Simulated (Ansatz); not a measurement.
Task: a comparison of functionals at one structure of Eu₃Te, space group Pm-3m, with the Python package of Ansatz (0.2.0). Give the script and its output. Level of theory (first run): BLYP, PAW, cutoff 320 eV, 3×3×3 k-points, cold smearing of 0.1 eV, collinear spin. The script varies functional: blyp, r2scan, rpbe, lda, pbe.

```
CELL_PARAMETERS angstrom
5.15586 0.00000 0.00000
0.00000 5.15586 0.00000
0.00000 0.00000 5.15586
ATOMIC_POSITIONS crystal
Eu 0.00000 0.50000 0.50000
Eu 0.50000 0.00000 0.50000
Eu 0.50000 0.50000 0.00000
Te 0.00000 0.00000 0.00000
```

`xc_eu3te.py`
```python
"""One structure of Eu3Te under several functionals."""

from dataclasses import dataclass

import ansatz as az
from tabulate import tabulate


@dataclass
class Options:
    occupations: str = "cold"
    max_scf: int = 80
    k_spacing: float = 0.52
    ecut: int = 320
    mixing_beta: float = 0.2


opts = Options()

lattice = az.Lattice.of(
    (5.155859, 0.0, 0.0),
    (0.0, 5.155859, 0.0),
    (0.0, 0.0, 5.155859),
)
sites = [
    ("Eu", (0.0, 0.5, 0.5)),
    ("Eu", (0.5, 0.0, 0.5)),
    ("Eu", (0.5, 0.5, 0.0)),
    ("Te", (0.0, 0.0, 0.0)),
]
eu3te = az.Crystal(lattice=lattice)
for symbol, position in sites:
    eu3te = eu3te.atom(symbol, position)
eu3te = eu3te.moments(Eu=4.9)

calc = (
    eu3te.calculation()
    .spin(az.SpinTreatment.COLLINEAR)
    .occupations(opts.occupations)
    .scf(max_iterations=opts.max_scf, self_checks="high")
    .pseudopotentials("paw")
    .kpoints(spacing=opts.k_spacing)
    .basis(opts.ecut)
    .mixing("broyden", ndim=6, beta=opts.mixing_beta)
    .stress()
)

rows = []
for value in ["blyp", "r2scan", "rpbe", "lda", "pbe"]:
    summary = calc.functional(value).run(threads=1, backend="cpu").report
    rows.append((value, summary["free_energy_ev"] / len(summary["lattice"]["sites"]), summary["n_iterations"], sum(summary["stress_gpa"][i][i] for i in range(3)) / 3, summary["magnetization_mub"], summary["n_kpoints"]))

print(tabulate(rows, headers=["functional", "F/atom (eV)", "iterations", "P (GPa)", "moment (muB)", "k-points"], floatfmt=".4f", tablefmt="simple"))
```

```console
$ python xc_eu3te.py
DeckWarning: basis.ecutwfc = 320 eV is below the records' recommended 420 eV, and the density's cutoff is lower with it unless basis.ecutrho_ratio is high enough to keep the records' density cutoff: compare with a run at a higher cutoff
DeckWarning: where an SCF of this run starts from atoms to list the orders of its open shells, Eu (sites 0, 1, 2, from 0) starts with 6.32 μB on its 4f shell, in the place of the 4.90 μB that the deck gives it: an open f shell starts with all that it can hold [...]
DeckWarning: basis.ecutwfc = 320 eV is below the records' recommended 500 eV, and the density's cutoff is lower with it unless basis.ecutrho_ratio is high enough to keep the records' density cutoff: compare with a run at a higher cutoff
functional      F/atom (eV)    iterations    P (GPa)    moment (muB)    k-points
------------  -------------  ------------  ---------  --------------  ----------
blyp             -8340.4244            24     1.1841         22.7881           4
r2scan           -8334.5822            25    -1.2688         22.7928           4
rpbe             -8330.8072            21     0.6557         22.8327           4
lda              -8131.6440            24    -4.2650         22.7529           4
pbe              -8320.4755            20    -0.8771         22.8513           4
```
(Warnings from the package without file and line, shortened.)

The cutoff lies under the one recommended for these potentials. Open f shells: without a Hubbard U, without spin-orbit coupling; the state reached hangs on the start and needn't be the lowest. Without U the f states sit at the Fermi level and can close a real gap. Under the recommended cutoff a pressure can be off by several GPa, even in sign. BLYP can be off by several per cent in the lattices of metals, and by several GPa in the pressure at a fixed cell. For a metal this k-point mesh is coarse: on a finer one energies can move by several to tens of meV an atom and pressures by half a GPa or more, differences at one mesh by less. The overall sign of a collinear moment is arbitrary, and semilocal functionals can give small moments to compounds that are paramagnetic. Pressure is positive in compression. r2SCAN tends to overestimate the moments of itinerant magnets. The structure comes from a database of computed cells and needn't be a stable or known phase. Total energies of different functionals can't be compared; pressures, moments and gaps at this one structure can. Hardware and time: 57 s on 1 thread of Arm Neoverse V1 (shared host), peak memory 0.59 GiB.
